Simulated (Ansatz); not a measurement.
# GeF₄ + H₂: a complex and its separated parts, part 2 of 3

Ansatz 0.2.0, Gaussian basis. Earlier steps stand in the parts before.

### Step 10. B3LYP-D4/def2-TZVPP

The inputs:

parta/in.yaml

```yaml
crystal:
  periodic: [false, false, false]
  atoms:
    - {symbol: Ge, position_ang: [-0.804378, -0.030757, -0.736620]}
    - {symbol: F, position_ang: [-1.603338, -1.415684, -1.288716]}
    - {symbol: F, position_ang: [-1.442645, 1.333276, -1.506813]}
    - {symbol: F, position_ang: [-1.017527, 0.114334, 0.935115]}
    - {symbol: F, position_ang: [0.845961, -0.154957, -1.086103]}
basis:
  gaussian: {orbitals: def2-TZVPP}
hamiltonian: {xc: {name: B3LYP}, dispersion: d4}
```

partb/in.yaml

```yaml
crystal:
  periodic: [false, false, false]
  atoms:
    - {symbol: H, position_ang: [1.760279, 0.113504, 2.115327]}
    - {symbol: H, position_ang: [2.261748, 0.040382, 1.567711]}
basis:
  gaussian: {orbitals: def2-TZVPP}
hamiltonian: {xc: {name: B3LYP}, dispersion: d4}
```

One command serves all of them, each in its own folder.

Started as:

```sh
$ ansatz run in.yaml --threads 4 --pin off --events-out ev --progress --plain --max-ram 9574MiB
```

Log of parta, shortened:

```text
Functional definition: B3LYP
  name "B3LYP"
  cite "Stephens, Devlin, Chabalowski & Frisch, J. Phys. Chem. 98, 11623 (1994) doi:10.1021/j100096a001"
  cite "Becke, Phys. Rev. A 38, 3098 (1988) doi:10.1103/PhysRevA.38.3098"
  cite "Lee, Yang & Parr, Phys. Rev. B 37, 785 (1988) doi:10.1103/PhysRevB.37.785"
  cite "Vosko, Wilk & Nusair, Can. J. Phys. 58, 1200 (1980) doi:10.1139/p80-159"
[...]
1013 factors; their error is unknown
[...]
mean field -67395.89343537 eV, -2476.7534011724 hartree, gradient 1.4e-5 eV, S^2 0.000000; 0 other end points of the search recorded, 0 dependent functions left out
reference -67395.89359657 eV, -2476.7534070966 hartree; 34, 34 occupied and 138, 138 virtual orbitals, 1013 factors
Total energy: -67396.03379132 eV, -2476.7585591585 hartree
```

partb printed, shortened:

```text
Functional definition: B3LYP
  name "B3LYP"
  cite "Stephens, Devlin, Chabalowski & Frisch, J. Phys. Chem. 98, 11623 (1994) doi:10.1021/j100096a001"
  cite "Becke, Phys. Rev. A 38, 3098 (1988) doi:10.1103/PhysRevA.38.3098"
  cite "Lee, Yang & Parr, Phys. Rev. B 37, 785 (1988) doi:10.1103/PhysRevB.37.785"
  cite "Vosko, Wilk & Nusair, Can. J. Phys. 58, 1200 (1980) doi:10.1139/p80-159"
[...]
118 factors; their error is unknown
[...]
mean field -32.10923223 eV, -1.1799925200 hartree, gradient 4.5e-5 eV, S^2 0.000000; 0 other end points of the search recorded, 0 dependent functions left out
reference -32.10937433 eV, -1.1799977421 hartree; 1, 1 occupied and 27, 27 virtual orbitals, 118 factors
Total energy: -32.11252539 eV, -1.1801135415 hartree
```

They took 1.8 s (parta), 0.1 s (partb) on 4 threads of Arm Neoverse V2, shared host.

### Step 11. r2SCAN0-D4/def2-TZVPP

Each input of step 10 (parta, partb) changes in the same lines:

```diff
-hamiltonian: {xc: {name: B3LYP}, dispersion: d4}
+hamiltonian: {xc: {name: r2SCAN0}, dispersion: d4}
```

Each run has its own folder and the same command.

Started as:

```sh
$ ansatz run in.yaml --threads 4 --pin off --events-out ev --progress --plain --max-ram 9574MiB
```

Output in parta, shortened:

```text
Functional definition: r2SCAN0
  name "r2SCAN0"
  cite "Bursch, Neugebauer, Ehlert & Grimme, J. Chem. Phys. 156, 134105 (2022) doi:10.1063/5.0086040"
  cite "Furness, Kaplan, Ning, Perdew & Sun, J. Phys. Chem. Lett. 11, 8208 (2020) doi:10.1021/acs.jpclett.0c02405"
  cite "Furness, Kaplan, Ning, Perdew & Sun, J. Phys. Chem. Lett. 11, 9248 (2020) doi:10.1021/acs.jpclett.0c03077"
  parent r2scan
[...]
1025 factors; their error is unknown
[...]
mean field -67388.22703159 eV, -2476.4716660302 hartree, gradient 1.9e-5 eV, S^2 0.000000; 0 other end points of the search recorded, 0 dependent functions left out
reference -67388.22703590 eV, -2476.4716661885 hartree; 34, 34 occupied and 138, 138 virtual orbitals, 1025 factors
Total energy: -67388.24999382 eV, -2476.4725098764 hartree
```

Output in partb, shortened:

```text
Functional definition: r2SCAN0
  name "r2SCAN0"
  cite "Bursch, Neugebauer, Ehlert & Grimme, J. Chem. Phys. 156, 134105 (2022) doi:10.1063/5.0086040"
  cite "Furness, Kaplan, Ning, Perdew & Sun, J. Phys. Chem. Lett. 11, 8208 (2020) doi:10.1021/acs.jpclett.0c02405"
  cite "Furness, Kaplan, Ning, Perdew & Sun, J. Phys. Chem. Lett. 11, 9248 (2020) doi:10.1021/acs.jpclett.0c03077"
  parent r2scan
[...]
118 factors; their error is unknown
[...]
mean field -31.85187828 eV, -1.1705349369 hartree, gradient 1.4e-5 eV, S^2 0.000000; 0 other end points of the search recorded, 0 dependent functions left out
reference -31.85188341 eV, -1.1705351253 hartree; 1, 1 occupied and 27, 27 virtual orbitals, 118 factors
Total energy: -31.85242478 eV, -1.1705550203 hartree
```

Wall times: 3 s (parta), 0.3 s (partb) on 4 threads of Arm Neoverse V2, shared host.

### Step 12. BHLYP-D4/def2-TZVPP

Each input of step 11 (parta, partb) changes in the same lines:

```diff
-hamiltonian: {xc: {name: r2SCAN0}, dispersion: d4}
+hamiltonian: {xc: {name: BHLYP}, dispersion: d4}
```

Each run has its own folder and the same command.

Started as:

```sh
$ ansatz run in.yaml --threads 4 --pin off --events-out ev --progress --plain --max-ram 9574MiB
```

Output in parta, shortened:

```text
Functional definition: BHLYP
  name "BHLYP"
  cite "Becke, J. Chem. Phys. 98, 1372 (1993) doi:10.1063/1.464304"
  cite "Becke, Phys. Rev. A 38, 3098 (1988) doi:10.1103/PhysRevA.38.3098"
  cite "Lee, Yang & Parr, Phys. Rev. B 37, 785 (1988) doi:10.1103/PhysRevB.37.785"
[...]
1160 factors; their error is unknown
[...]
mean field -67390.39072685 eV, -2476.5511803642 hartree, gradient 4.3e-5 eV, S^2 0.000000; 0 other end points of the search recorded, 0 dependent functions left out
reference -67390.39083436 eV, -2476.5511843154 hartree; 34, 34 occupied and 138, 138 virtual orbitals, 1160 factors
Total energy: -67390.49711655 eV, -2476.5550901136 hartree
```

partb printed, shortened:

```text
Functional definition: BHLYP
  name "BHLYP"
  cite "Becke, J. Chem. Phys. 98, 1372 (1993) doi:10.1063/1.464304"
  cite "Becke, Phys. Rev. A 38, 3098 (1988) doi:10.1103/PhysRevA.38.3098"
  cite "Lee, Yang & Parr, Phys. Rev. B 37, 785 (1988) doi:10.1103/PhysRevB.37.785"
[...]
118 factors; their error is unknown
[...]
mean field -31.83806721 eV, -1.1700273892 hartree, gradient 5.6e-5 eV, S^2 0.000000; 0 other end points of the search recorded, 0 dependent functions left out
reference -31.83816277 eV, -1.1700309010 hartree; 1, 1 occupied and 27, 27 virtual orbitals, 118 factors
Total energy: -31.83990634 eV, -1.1700949763 hartree
```

They took 1.6 s (parta), 0.1 s (partb) on 4 threads of Arm Neoverse V2, shared host.

### Step 13. CAM-B3LYP-D4/def2-TZVPP

The same edit goes into each in.yaml of step 12 (parta, partb):

```diff
-hamiltonian: {xc: {name: BHLYP}, dispersion: d4}
+hamiltonian: {xc: {name: CAM-B3LYP}, dispersion: d4}
```

One command serves all of them, each in its own folder.

Started as:

```sh
$ ansatz run in.yaml --threads 4 --pin off --events-out ev --progress --plain --max-ram 9574MiB
```

parta printed, shortened:

```text
Functional definition: CAM-B3LYP
  name "CAM-B3LYP"
  cite "Yanai, Tew & Handy, Chem. Phys. Lett. 393, 51 (2004) doi:10.1016/j.cplett.2004.06.011"
  cite "Iikura, Tsuneda, Yanai & Hirao, J. Chem. Phys. 115, 3540 (2001) doi:10.1063/1.1383587"
  cite "Becke, Phys. Rev. A 38, 3098 (1988) doi:10.1103/PhysRevA.38.3098"
  cite "Lee, Yang & Parr, Phys. Rev. B 37, 785 (1988) doi:10.1103/PhysRevB.37.785"
[...]
1013 factors; their error is unknown
189 factors; integrals over basis functions are off by at most 3.6e-6 eV
[...]
mean field -67395.85006196 eV, -2476.7518072289 hartree, gradient 8.9e-5 eV, S^2 0.000000; 0 other end points of the search recorded, 0 dependent functions left out
reference -67395.85014019 eV, -2476.7518101040 hartree; 34, 34 occupied and 138, 138 virtual orbitals, 1013 factors
Total energy: -67395.92212371 eV, -2476.7544554495 hartree
```

Output in partb, shortened:

```text
Functional definition: CAM-B3LYP
  name "CAM-B3LYP"
  cite "Yanai, Tew & Handy, Chem. Phys. Lett. 393, 51 (2004) doi:10.1016/j.cplett.2004.06.011"
  cite "Iikura, Tsuneda, Yanai & Hirao, J. Chem. Phys. 115, 3540 (2001) doi:10.1063/1.1383587"
  cite "Becke, Phys. Rev. A 38, 3098 (1988) doi:10.1103/PhysRevA.38.3098"
  cite "Lee, Yang & Parr, Phys. Rev. B 37, 785 (1988) doi:10.1103/PhysRevB.37.785"
[...]
  # Exact exchange under (alpha + beta erf(omega r))/r, Becke's under what is left of 1/r.
[...]
118 factors; their error is unknown
42 factors; integrals over basis functions are off by at most 6.3e-5 eV
[...]
mean field -31.88030517 eV, -1.1715796057 hartree, gradient 6.4e-5 eV, S^2 0.000000; 0 other end points of the search recorded, 0 dependent functions left out
reference -31.88037511 eV, -1.1715821759 hartree; 1, 1 occupied and 27, 27 virtual orbitals, 118 factors
Total energy: -31.88188849 eV, -1.1716377919 hartree
```

They took 1.8 s (parta), 0.1 s (partb) on 4 threads of Arm Neoverse V2, shared host.

### Step 14. wB97X-V/def2-TZVPP

The same edit goes into each in.yaml of step 13 (parta, partb):

```diff
-hamiltonian: {xc: {name: CAM-B3LYP}, dispersion: d4}
+hamiltonian: {xc: {name: wB97X-V}}
```

Each run has its own folder and the same command.

Started as:

```sh
$ ansatz run in.yaml --threads 4 --pin off --events-out ev --progress --plain --max-ram 9574MiB
```

parta printed, shortened:

```text
Functional definition: wB97X-V
  name "wB97X-V"
  cite "Mardirossian & Head-Gordon, Phys. Chem. Chem. Phys. 16, 9904 (2014) doi:10.1039/C3CP54374A"
  cite "Becke, J. Chem. Phys. 107, 8554 (1997) doi:10.1063/1.475007"
  cite "Vydrov & Van Voorhis, J. Chem. Phys. 133, 244103 (2010) doi:10.1063/1.3521275"
[...]
      + integral(e_c_pw_opposite_spin*poly(b97_u_opposite, cos0, cos1)) + vv10(b, c)
1013 factors; their error is unknown
172 factors; integrals over basis functions are off by at most 3.3e-6 eV
[...]
mean field -67385.97619470 eV, -2476.3889493001 hartree, gradient 3.4e-5 eV, S^2 0.000000; 0 other end points of the search recorded, 0 dependent functions left out
reference -67385.97619365 eV, -2476.3889492613 hartree; 34, 34 occupied and 138, 138 virtual orbitals, 1013 factors
Total energy: -67385.97619365 eV, -2476.3889492613 hartree
```

Output in partb, shortened:

```text
Functional definition: wB97X-V
  name "wB97X-V"
  cite "Mardirossian & Head-Gordon, Phys. Chem. Chem. Phys. 16, 9904 (2014) doi:10.1039/C3CP54374A"
  cite "Becke, J. Chem. Phys. 107, 8554 (1997) doi:10.1063/1.475007"
  cite "Vydrov & Van Voorhis, J. Chem. Phys. 133, 244103 (2010) doi:10.1063/1.3521275"
[...]
      + integral(e_c_pw_opposite_spin*poly(b97_u_opposite, cos0, cos1)) + vv10(b, c)
118 factors; their error is unknown
42 factors; integrals over basis functions are off by at most 3.0e-5 eV
[...]
mean field -31.90860441 eV, -1.1726195835 hartree, gradient 8.8e-5 eV, S^2 0.000000; 0 other end points of the search recorded, 0 dependent functions left out
reference -31.90860341 eV, -1.1726195468 hartree; 1, 1 occupied and 27, 27 virtual orbitals, 118 factors
Total energy: -31.90860341 eV, -1.1726195468 hartree
```

Times: 4 s (parta), 0.15 s (partb) on 4 threads of Arm Neoverse V2, shared host.

### Step 15. wB97M-V/def2-TZVPP

Each input of step 14 (parta, partb) changes in the same lines:

```diff
-hamiltonian: {xc: {name: wB97X-V}}
+hamiltonian: {xc: {name: wB97M-V}}
```

One command serves all of them, each in its own folder.

Started as:

```sh
$ ansatz run in.yaml --threads 4 --pin off --events-out ev --progress --plain --max-ram 9574MiB
```

parta printed, shortened:

```text
Functional definition: wB97M-V
  name "wB97M-V"
  cite "Mardirossian & Head-Gordon, J. Chem. Phys. 144, 214110 (2016) doi:10.1063/1.4952647"
  cite "Becke, J. Chem. Phys. 107, 8554 (1997) doi:10.1063/1.475007"
  cite "Vydrov & Van Voorhis, J. Chem. Phys. 133, 244103 (2010) doi:10.1063/1.3521275"
  # Of w^i u^j: cxij and so on, Table III.
[...]
  gx(w, u) = 1 - cx + cx01*u + cx10*w
[...]
      + integral(e_c_pw_mod_opposite_spin*gos(b97_w_opposite, b97_u_opposite)) + vv10(b, c)
1010 factors; their error is unknown
172 factors; integrals over basis functions are off by at most 3.3e-6 eV
[...]
mean field -67389.31425772 eV, -2476.5116208535 hartree, gradient 3.3e-5 eV, S^2 0.000000; 0 other end points of the search recorded, 0 dependent functions left out
reference -67389.31428346 eV, -2476.5116217993 hartree; 34, 34 occupied and 138, 138 virtual orbitals, 1010 factors
Total energy: -67389.31428346 eV, -2476.5116217993 hartree
```

Output in partb, shortened:

```text
Functional definition: wB97M-V
  name "wB97M-V"
  cite "Mardirossian & Head-Gordon, J. Chem. Phys. 144, 214110 (2016) doi:10.1063/1.4952647"
  cite "Becke, J. Chem. Phys. 107, 8554 (1997) doi:10.1063/1.475007"
  cite "Vydrov & Van Voorhis, J. Chem. Phys. 133, 244103 (2010) doi:10.1063/1.3521275"
  # Of w^i u^j: cxij and so on, Table III.
[...]
  gx(w, u) = 1 - cx + cx01*u + cx10*w
[...]
      + integral(e_c_pw_mod_opposite_spin*gos(b97_w_opposite, b97_u_opposite)) + vv10(b, c)
118 factors; their error is unknown
42 factors; integrals over basis functions are off by at most 3.0e-5 eV
[...]
mean field -31.60112449 eV, -1.1613199048 hartree, gradient 7.4e-6 eV, S^2 0.000000; 0 other end points of the search recorded, 0 dependent functions left out
reference -31.60114874 eV, -1.1613207962 hartree; 1, 1 occupied and 27, 27 virtual orbitals, 118 factors
Total energy: -31.60114874 eV, -1.1613207962 hartree
```

Times: 4.8 s (parta), 0.15 s (partb) on 4 threads of Arm Neoverse V2, shared host.

### Step 16. B2PLYP/def2-TZVPP

Each input of step 15 (parta, partb) changes in the same lines:

```diff
-hamiltonian: {xc: {name: wB97M-V}}
+hamiltonian: {xc: {name: B2PLYP}}
```

The same command starts each run, in its folder.

Started as:

```sh
$ ansatz run in.yaml --threads 4 --pin off --events-out ev --progress --plain --max-ram 9574MiB
```

parta printed, shortened:

```text
Functional definition: B2PLYP
  name "B2PLYP"
  cite "Grimme, J. Chem. Phys. 124, 034108 (2006) doi:10.1063/1.2148954"
  cite "Becke, Phys. Rev. A 38, 3098 (1988) doi:10.1103/PhysRevA.38.3098"
  cite "Lee, Yang & Parr, Phys. Rev. B 37, 785 (1988) doi:10.1103/PhysRevB.37.785"
[...]
1155 factors; integrals over basis functions are off by at most 5.2e-4 eV
[...]
mean field -67368.56211340 eV, -2475.7489936158 hartree, gradient 1.5e-6 eV, S^2 0.000000; 0 other end points of the search recorded, 0 dependent functions left out
13 core orbitals not correlated: weight in the atoms' cores, before any rotation towards them, 1.000 or more for the frozen orbitals, at most 0.000 for the correlated occupied ones
reference -67368.56221382 eV, -2475.7489973063 hartree; 21, 21 occupied and 138, 138 virtual orbitals, 1155 factors
second order -40.14124702 eV of doubles, -0.00000000 eV of singles
Total energy: -67379.40035051 eV, -2476.1472914835 hartree
```

Log of partb, shortened:

```text
Functional definition: B2PLYP
  name "B2PLYP"
  cite "Grimme, J. Chem. Phys. 124, 034108 (2006) doi:10.1063/1.2148954"
  cite "Becke, Phys. Rev. A 38, 3098 (1988) doi:10.1103/PhysRevA.38.3098"
  cite "Lee, Yang & Parr, Phys. Rev. B 37, 785 (1988) doi:10.1103/PhysRevB.37.785"
[...]
145 factors; integrals over basis functions are off by at most 7.3e-4 eV
[...]
mean field -31.55850531 eV, -1.1597536791 hartree, gradient 1.0e-6 eV, S^2 0.000000; 0 other end points of the search recorded, 0 dependent functions left out
reference -31.55859473 eV, -1.1597569650 hartree; 1, 1 occupied and 27, 27 virtual orbitals, 145 factors
second order -1.02365298 eV of doubles, -0.00000000 eV of singles
Total energy: -31.83498103 eV, -1.1699139744 hartree
```

Wall times: 2.9 s (parta), 0.1 s (partb) on 4 threads of Arm Neoverse V2, shared host.

### Step 17. PBE-QIDH/def2-TZVPP

The same edit goes into each in.yaml of step 16 (parta, partb):

```diff
-hamiltonian: {xc: {name: B2PLYP}}
+hamiltonian: {xc: {name: PBE-QIDH}}
```

Each run has its own folder and the same command.

Started as:

```sh
$ ansatz run in.yaml --threads 4 --pin off --events-out ev --progress --plain --max-ram 9574MiB
```

Output in parta, shortened:

```text
Functional definition: PBE-QIDH
  name "PBE-QIDH"
  cite "Brémond, Sancho-García, Pérez-Jiménez & Adamo, J. Chem. Phys. 141, 031101 (2014) doi:10.1063/1.4890314"
  cite "Perdew, Burke & Ernzerhof, Phys. Rev. Lett. 77, 3865 (1996) doi:10.1103/PhysRevLett.77.3865"
[...]
1155 factors; integrals over basis functions are off by at most 5.2e-4 eV
[...]
mean field -67354.95952453 eV, -2475.2491076950 hartree, gradient 5.9e-6 eV, S^2 0.000000; 0 other end points of the search recorded, 0 dependent functions left out
13 core orbitals not correlated: weight in the atoms' cores, before any rotation towards them, 1.000 or more for the frozen orbitals, at most 0.000 for the correlated occupied ones
reference -67354.95953045 eV, -2475.2491079128 hartree; 21, 21 occupied and 138, 138 virtual orbitals, 1155 factors
second order -37.43007614 eV of doubles, -0.00000000 eV of singles
Total energy: -67367.43622250 eV, -2475.7076178885 hartree
```

Output in partb, shortened:

```text
Functional definition: PBE-QIDH
  name "PBE-QIDH"
  cite "Brémond, Sancho-García, Pérez-Jiménez & Adamo, J. Chem. Phys. 141, 031101 (2014) doi:10.1063/1.4890314"
  cite "Perdew, Burke & Ernzerhof, Phys. Rev. Lett. 77, 3865 (1996) doi:10.1103/PhysRevLett.77.3865"
[...]
145 factors; integrals over basis functions are off by at most 7.3e-4 eV
[...]
mean field -31.52726559 eV, -1.1586056405 hartree, gradient 1.4e-6 eV, S^2 0.000000; 0 other end points of the search recorded, 0 dependent functions left out
reference -31.52727201 eV, -1.1586058764 hartree; 1, 1 occupied and 27, 27 virtual orbitals, 145 factors
second order -0.95919741 eV of doubles, -0.00000000 eV of singles
Total energy: -31.84700448 eV, -1.1703558279 hartree
```

Times: 3 s (parta), 0.1 s (partb) on 4 threads of Arm Neoverse V2, shared host.

[end of part 2 of 3]
